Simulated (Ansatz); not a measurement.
What does this script print? It uses Ansatz 0.2.0, Python API.

Contents of `c2h6cl2si.xyz`:
```text
11

C    -1.10250   -0.81200    0.44250
C     0.14000    0.00520    0.65160
Cl    1.29730   -1.06960    1.44930
Si    1.03430    0.70730   -0.87550
Cl   -0.27480    2.07790   -1.76100
H    -1.55230   -1.12240    1.37930
H    -0.97790   -1.62640   -0.22770
H    -1.88130   -0.11350   -0.02830
H    -0.04600    0.84050    1.39900
H     2.23030    1.40890   -0.53430
H     1.19830   -0.35290   -1.87450
```

Script `run_spin.py`:
```python
"""Vertical spin-state energies of C2H6Cl2Si."""

import ansatz as az

mol = az.Crystal.molecule_from_extxyz("c2h6cl2si.xyz")

setup = (
    mol.calculation()
    .basis(gaussian="def2-SVPD")
    .functional("cam_b3lyp")
)
found = {}
for unpaired in [0, 2]:
    report = setup.spin("collinear", total=unpaired).run().report
    s = unpaired / 2
    found[unpaired] = report["free_energy_ev"]
    print(f"2S+1 = {unpaired + 1}: E = {found[unpaired]:.5f} eV, <S^2> = {abs(report['mean_field']['state']['spin_squared']):.3f} (pure state {s * (s + 1):.2f})")
lowest = min(found, key=found.get)
for unpaired, e in found.items():
    print(f"multiplicity {unpaired + 1}: {23.060548 * (e - found[lowest]):.1f} kcal/mol above the lowest")
```

Output of `python run_spin.py`:
```text
2S+1 = 1: E = -35084.26653 eV, <S^2> = 0.000 (pure state 0.00)
2S+1 = 3: E = -35077.78571 eV, <S^2> = 2.006 (pure state 2.00)
multiplicity 1: 0.0 kcal/mol above the lowest
multiplicity 3: 149.5 kcal/mol above the lowest
```

In order: multiplicity 1 (+0.00 eV) and multiplicity 3 (+6.48 eV), all at the one geometry.

Notes:
- Total energies depend on the basis set; only differences at equal settings carry meaning.
- The geometry is a force-field or estimated start, not a minimum of this method, and the basis set is short of its limit. All parts are taken at fixed geometry, without zero-point energy.
- Timing: 96 s on 1 thread of Arm Neoverse V1, with other jobs on the host, peak memory 1.2 GiB.
